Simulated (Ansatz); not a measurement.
**C2H9BS: how energies converge with the basis set**

One table from this session's results is given with a row withheld; the runs are named, their logs left out.

Computed with Ansatz 0.2.0, Gaussian basis. Level: one geometry, several basis sets.

The runs, in order: PBE0-D4/def2-SVP; ωB97M-V/def2-SVP; PBE0-D4/def2-QZVPP; ωB97M-V/def2-QZVPP; the functionals' def2-TZVPP values are taken from earlier runs.

### The relaxed structure

All runs share one geometry, relaxed beforehand with PBE0-D4 in a triple-zeta def2 set.

SMILES `[BH3-][S+](C)C`, 13 atoms, charge 0, spin multiplicity 1.

Atoms are counted from 1 here; the program's logs count them from 0.

Bond lengths: B1–S2 1.924 Å, B1–H5 1.210 Å, B1–H6 1.212 Å, B1–H7 1.210 Å, S2–C3 1.789 Å, S2–C4 1.789 Å, C3–H8 1.090 Å, C3–H9 1.090 Å, C3–H10 1.089 Å, C4–H11 1.090 Å, C4–H12 1.090 Å, C4–H13 1.089 Å. Angles: S2–B1–H5 103.1°, S2–B1–H6 105.2°, S2–B1–H7 103.1°, H5–B1–H6 114.9°, H5–B1–H7 113.5°, H6–B1–H7 114.9°, B1–S2–C3 103.4°, B1–S2–C4 103.4°, C3–S2–C4 100.2°, S2–C3–H8 109.4°, S2–C3–H9 110.2°, S2–C3–H10 106.7°, H8–C3–H9 111.3°, H8–C3–H10 109.4°, H9–C3–H10 109.8°, S2–C4–H11 110.2°, S2–C4–H12 109.4°, S2–C4–H13 106.7° and more.

The first run:

in.yaml

```yaml
crystal:
  periodic: [false, false, false]
  atoms:
    - {symbol: B, position_ang: [-0.805773, 1.487485, -0.312357]}
    - {symbol: S, position_ang: [0.402491, 0.048682, -0.727591]}
    - {symbol: C, position_ang: [1.444736, -0.049987, 0.722800]}
    - {symbol: C, position_ang: [-0.600132, -1.414845, -0.498516]}
    - {symbol: H, position_ang: [-0.088248, 2.461476, -0.327267]}
    - {symbol: H, position_ang: [-1.269500, 1.210768, 0.772800]}
    - {symbol: H, position_ang: [-1.595829, 1.455538, -1.228054]}
    - {symbol: H, position_ang: [0.820237, -0.071675, 1.616433]}
    - {symbol: H, position_ang: [2.085525, -0.929903, 0.666396]}
    - {symbol: H, position_ang: [2.056426, 0.851443, 0.730992]}
    - {symbol: H, position_ang: [0.018671, -2.309430, -0.568149]}
    - {symbol: H, position_ang: [-1.107747, -1.358626, 0.464924]}
    - {symbol: H, position_ang: [-1.340459, -1.415725, -1.297712]}
basis:
  gaussian: {orbitals: def2-SVP}
hamiltonian: {xc: pbe0, dispersion: d4}
output: {orbitals: {seedname: orbitals}}
```

Command:

```
$ ansatz run in.yaml --threads 4 --pin off --events-out ev --progress --plain --max-ram 10444MiB
```

Among the steps run: PBE0-D4 in def2-SVP; ωB97M-V in def2-SVP; PBE0-D4 in def2-QZVPP; ωB97M-V in def2-QZVPP.

One table of the session follows, with a row left open; its other results are not shown here.

| functional | basis | HOMO (eV) | LUMO (eV) |
| --- | --- | --- | --- |
| PBE0-D4 | def2-SVP | ? | ? |
| PBE0-D4 | def2-TZVPP | -7.81 | 0.50 |
| PBE0-D4 | def2-QZVPP | -7.82 | 0.30 |
| ωB97M-V | def2-SVP | -9.97 | 3.01 |
| ωB97M-V | def2-TZVPP | -10.07 | 2.29 |
| ωB97M-V | def2-QZVPP | -10.07 | 1.56 |

Estimate the missing values for PBE0-D4, def2-SVP.

As computed: HOMO (eV): -7.74; LUMO (eV): 0.94. In the column «HOMO (eV)» it is the highest.
